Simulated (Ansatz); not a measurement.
# SiHCl3 (trichlorosilane) at 6 levels

We compute a comparison of 6 runs (UHF/STO-3G, SVWN5/STO-3G, r2SCAN0/STO-3G, revPBE/STO-3G, wB97X/STO-3G, MP2/STO-3G) of SiHCl3 (trichlorosilane). 

The results are computed with Ansatz 0.2.0.

56 further runs of the same task are left out: 10 that didn't finish, 46 set aside as unsound or not needed.

## 1. The molecule

SiHCl3: 5 atoms, total charge 0, spin state singlet. SMILES: `Cl[SiH](Cl)Cl`. The Cl4–Si2 distance was set to 4.059 Å, away from the relaxed value. At this shape a bond of the SMILES string is far longer than usual.

Bond lengths: Cl1–Si2 2.030 Å, Si2–Cl3 2.030 Å, Si2–H5 1.469 Å. Angles: Cl1–Si2–Cl3 109.5°, Cl1–Si2–H5 109.5°, Cl3–Si2–H5 109.4°.

## 2. The energy at UHF/STO-3G (run 1)

Input file molecule.yaml:

```yaml
crystal:
  periodic: [false, false, false]
  atoms:
    - symbol: Cl
      position_ang: [2.085641, 0.586373, 2.511472]
    - symbol: Si
      position_ang: [0.313411, 1.145113, 1.695032]
    - symbol: Cl
      position_ang: [0.412411, 3.091503, 1.128302]
    - symbol: Cl
      position_ang: [-0.476020, -1.170520, -1.544190]
    - symbol: H
      position_ang: [-0.756599, 0.978743, 2.687742]
basis:
  gaussian:
    orbitals: STO-3G
magnetization:
  spin_polarized: true
hamiltonian:
  xc: hf
accuracy: high
```

Launch:

```bash
$ ansatz run molecule.yaml --threads 1 --pin off --max-ram 3480MiB --events-out events.jsonl --progress --plain --runs-dir runs
```

Log:

```text
Warning: RAYON_NUM_THREADS=1 ignored (pool sized by the plan → 1); use --threads N
Functional definition: HF
  name "HF"
  exchange = exact_x
  correlation = 0
656 factors; integrals over basis functions are off by at most 1.7e-8 eV
mean field evaluation 1: about -44888.3756 eV, gradient 1.8e1 eV
mean field evaluation 2: about -44888.4003 eV, gradient 1.8e1 eV
mean field evaluation 4: about -44891.6269 eV, gradient 6.9e0 eV
mean field evaluation 8: about -44882.3117 eV, gradient 1.1e1 eV
mean field evaluation 16: about -44895.1977 eV, gradient 5.0e0 eV
mean field evaluation 32: about -44897.3321 eV, gradient 4.0e-3 eV
mean field evaluation 64: about -44897.3310 eV, gradient 1.5e-2 eV
mean field evaluation 96: about -44897.2982 eV, gradient 6.8e-2 eV
mean field evaluation 128: about -44897.3309 eV, gradient 2.1e-3 eV
mean field evaluation 160: about -44897.3314 eV, gradient 9.2e-3 eV
mean field evaluation 192: about -44890.1098 eV, gradient 1.3e0 eV
mean field evaluation 224: about -44897.2663 eV, gradient 1.4e-1 eV
mean field -44897.33249873 eV, -1649.9465368233 hartree, gradient 2.1e-8 eV, S^2 1.001664; 4 other end points of the search recorded, 0 dependent functions left out
reference -44897.33249873 eV, -1649.9465368233 hartree; 33, 33 occupied and 4, 4 virtual orbitals, 656 factors
Total energy: -44897.33249873 eV, -1649.9465368233 hartree
```

Run time: 2.9 s. Hardware: 1 thread of Arm Neoverse V2, shared host; peak memory 0.12 GiB.

## 3. The energy at SVWN5/STO-3G (run 2)

Input file input.yaml:

```yaml
crystal:
  periodic: [false, false, false]
  atoms:
    - {symbol: Cl, position_ang: [2.085641, 0.586373, 2.511472]}
    - {symbol: Si, position_ang: [0.313411, 1.145113, 1.695032]}
    - {symbol: Cl, position_ang: [0.412411, 3.091503, 1.128302]}
    - {symbol: Cl, position_ang: [-0.476020, -1.170520, -1.544190]}
    - {symbol: H, position_ang: [-0.756599, 0.978743, 2.687742]}
basis:
  gaussian: {orbitals: STO-3G}
hamiltonian: {xc: {name: SVWN5}}
accuracy: high
```

Launch:

```bash
$ ansatz run input.yaml --threads 1 --pin off --max-ram 3480MiB --events-out events.jsonl --progress --plain --runs-dir runs
```

Log:

```text
Warning: RAYON_NUM_THREADS=1 ignored (pool sized by the plan → 1); use --threads N
Functional definition: SVWN5
  name "SVWN5"
  exchange = slater_x
  correlation = vwn5_c
656 factors; integrals over basis functions are off by at most 1.7e-8 eV
mean field evaluation 1: about -44793.5124 eV, gradient 3.5e1 eV
mean field evaluation 2: about -44541.8832 eV, gradient 4.9e1 eV
mean field evaluation 4: about -44797.2758 eV, gradient 2.0e1 eV
mean field evaluation 8: about -44797.5800 eV, gradient 1.6e1 eV
mean field evaluation 16: about -44803.2829 eV, gradient 1.4e-6 eV
mean field evaluation 32: about -44803.2662 eV, gradient 3.3e-1 eV
mean field -44803.28288164 eV, -1646.4902771444 hartree, gradient 2.3e-8 eV, S^2 0.000000; 4 other end points of the search recorded, 0 dependent functions left out
reference -44803.28288377 eV, -1646.4902772227 hartree; 33, 33 occupied and 4, 4 virtual orbitals, 656 factors
Total energy: -44803.28288377 eV, -1646.4902772227 hartree
```

Wall time 1.6 s (1 thread of Arm Neoverse V2, shared host); peak memory 0.11 GiB.

Runs 3 to 4 aren't shown in full; the table further down has their settings and results.

## 4. The energy at wB97X/STO-3G (run 5)

input.yaml, as its differences from that of step 3:

```diff
@@ -9,4 +9,6 @@
 basis:
-  gaussian: {orbitals: STO-3G}
-hamiltonian: {xc: {name: SVWN5}}
+  gaussian:
+    orbitals: STO-3G
+hamiltonian:
+  xc: {name: wB97X}
 accuracy: high
```

Launch:

```bash
$ ansatz run input.yaml --threads 1 --pin off --max-ram 3480MiB --events-out events.jsonl --progress --plain --runs-dir runs
```

Log:

```text
Warning: RAYON_NUM_THREADS=1 ignored (pool sized by the plan → 1); use --threads N
Functional definition: wB97X
  name "wB97X"
  parameter omega = 0.3/bohr
  parameter cx = 0.157706
  parameter cx1 = 0.726479
  parameter cx2 = 1.04760
  parameter cx3 = -5.70635
  parameter cx4 = 13.2794
  parameter css1 = -4.33879
  parameter css2 = 18.2308
  parameter css3 = -31.7430
  parameter css4 = 17.2901
  parameter cos1 = 2.37031
  parameter cos2 = -11.3995
  parameter cos3 = 6.58405
  parameter cos4 = -3.78132
  exchange = spin_sum(e_x_unif_sr(omega)*poly(b97_u_x, 1 - cx, cx1, cx2, cx3, cx4)) + cx*exact_x_sr(omega)
      + exact_x_lr(omega)
  correlation = spin_sum(e_c_pw_same_spin*poly(b97_u_same, 1, css1, css2, css3, css4))
      + integral(e_c_pw_opposite_spin*poly(b97_u_opposite, 1, cos1, cos2, cos3, cos4))
656 factors; integrals over basis functions are off by at most 1.7e-8 eV
220 factors; integrals over basis functions are off by at most 1.0e-9 eV
mean field evaluation 1: about -44952.2208 eV, gradient 2.9e1 eV
mean field evaluation 2: about -44943.8288 eV, gradient 3.0e1 eV
mean field evaluation 4: about -44946.4583 eV, gradient 1.5e1 eV
mean field evaluation 8: about -44946.4681 eV, gradient 1.5e1 eV
mean field evaluation 16: about -44959.4128 eV, gradient 9.5e-7 eV
mean field evaluation 32: about -44956.1267 eV, gradient 1.8e1 eV
mean field -44959.41281869 eV, -1652.2279465024 hartree, gradient 3.0e-8 eV, S^2 0.000000; 4 other end points of the search recorded, 0 dependent functions left out
reference -44959.41281691 eV, -1652.2279464369 hartree; 33, 33 occupied and 4, 4 virtual orbitals, 656 factors
Total energy: -44959.41281691 eV, -1652.2279464369 hartree
```

It took 15 s on 1 thread of Arm Neoverse V2, shared host; peak memory 0.33 GiB.

## 5. A single-point energy at MP2/STO-3G (run 6)

Input file molecule.yaml:

```yaml
crystal:
  periodic: [false, false, false]
  atoms:
    - {symbol: Cl, position_ang: [2.085641, 0.586373, 2.511472]}
    - {symbol: Si, position_ang: [0.313411, 1.145113, 1.695032]}
    - {symbol: Cl, position_ang: [0.412411, 3.091503, 1.128302]}
    - {symbol: Cl, position_ang: [-0.476020, -1.170520, -1.544190]}
    - {symbol: H, position_ang: [-0.756599, 0.978743, 2.687742]}
basis:
  gaussian:
    orbitals: STO-3G
correlation:
  method: mp2
  frozen_orbitals: {Cl: 5, H: 0, Si: 5}
accuracy: high
```

Launch:

```bash
$ ansatz run molecule.yaml --threads 1 --pin off --max-ram 3480MiB --events-out events.jsonl --progress --plain --runs-dir runs
```

Log:

```text
Warning: RAYON_NUM_THREADS=1 ignored (pool sized by the plan → 1); use --threads N
[... 4 set-up lines as earlier in the session ...]
656 factors; integrals over basis functions are off by at most 1.7e-8 eV
mean field evaluation 1: about -44888.3756 eV, gradient 2.6e1 eV
mean field evaluation 2: about -44888.4003 eV, gradient 2.6e1 eV
mean field evaluation 4: about -44891.6269 eV, gradient 9.8e0 eV
mean field evaluation 8: about -44882.3118 eV, gradient 1.6e1 eV
mean field evaluation 16: about -44893.7185 eV, gradient 6.9e-5 eV
mean field evaluation 32: about -44893.6958 eV, gradient 3.0e-1 eV
mean field -44893.71848958 eV, -1649.8137244368 hartree, gradient 7.2e-8 eV, S^2 0.000000; 4 other end points of the search recorded, 0 dependent functions left out; unrestricted orbitals would lower it
mean field evaluation 64: about -44897.3325 eV, gradient 3.8e-3 eV
unrestricted determinant -44897.33249871 eV, -1649.9465368226 hartree, S^2 1.0017
20 core orbitals not correlated: weight in the atoms' cores, before any rotation towards them, 1.000 or more for the frozen orbitals, at most 0.000 for the correlated occupied ones
reference -44893.71848958 eV, -1649.8137244368 hartree; 13, 13 occupied and 4, 4 virtual orbitals, 656 factors
second order -3.14617022 eV of doubles, -0.00000000 eV of singles
WARN: the method's energy lies above the unrestricted determinant's, so it is not that of the lowest state
Total energy: -44896.86465980 eV, -1649.9293440598 hartree
```

Wall time 1 s (1 thread of Arm Neoverse V2, shared host); peak memory 0.12 GiB.

## 6. The series

```csv
run,level,frozen core orbitals,energy (Eh),wall time
1,UHF/STO-3G,–,-1649.946537,2.9 s
2,SVWN5/STO-3G,–,-1646.490277,1.6 s
3,r2SCAN0/STO-3G,–,-1652.243998,11 s
4,revPBE/STO-3G,–,-1651.953375,2.6 s
5,wB97X/STO-3G,–,-1652.227946,15 s
6,MP2/STO-3G,20,-1649.929344,1 s
```

## 7. Results

| quantity | value |
| --- | --- |
| run 6: total energy | -1649.92934 Eh |
| run 6: correlation energy (20 core orbitals frozen) | -115.6 mEh |

What this shows: Totals of different functionals can't be ranked against each other. In run 6 the log says that unrestricted orbitals would lower the reference, so the values rest on an unstable closed-shell determinant (other closed-shell runs at this shape may share the fault). In runs 1, 2, 3, 4, 5, 6 the basis is minimal, so the values are rough. In runs 2, 3, 4, 5, 6 a closed-shell determinant meets a far-stretched bond, which it describes badly. Spin contamination of the reference: run 1 ⟨S²⟩ = 1.00. Where it is this large, the reference is a mixture of spin states, and values that rest on it are in doubt. All runs together took 33 s, the longest 15 s.
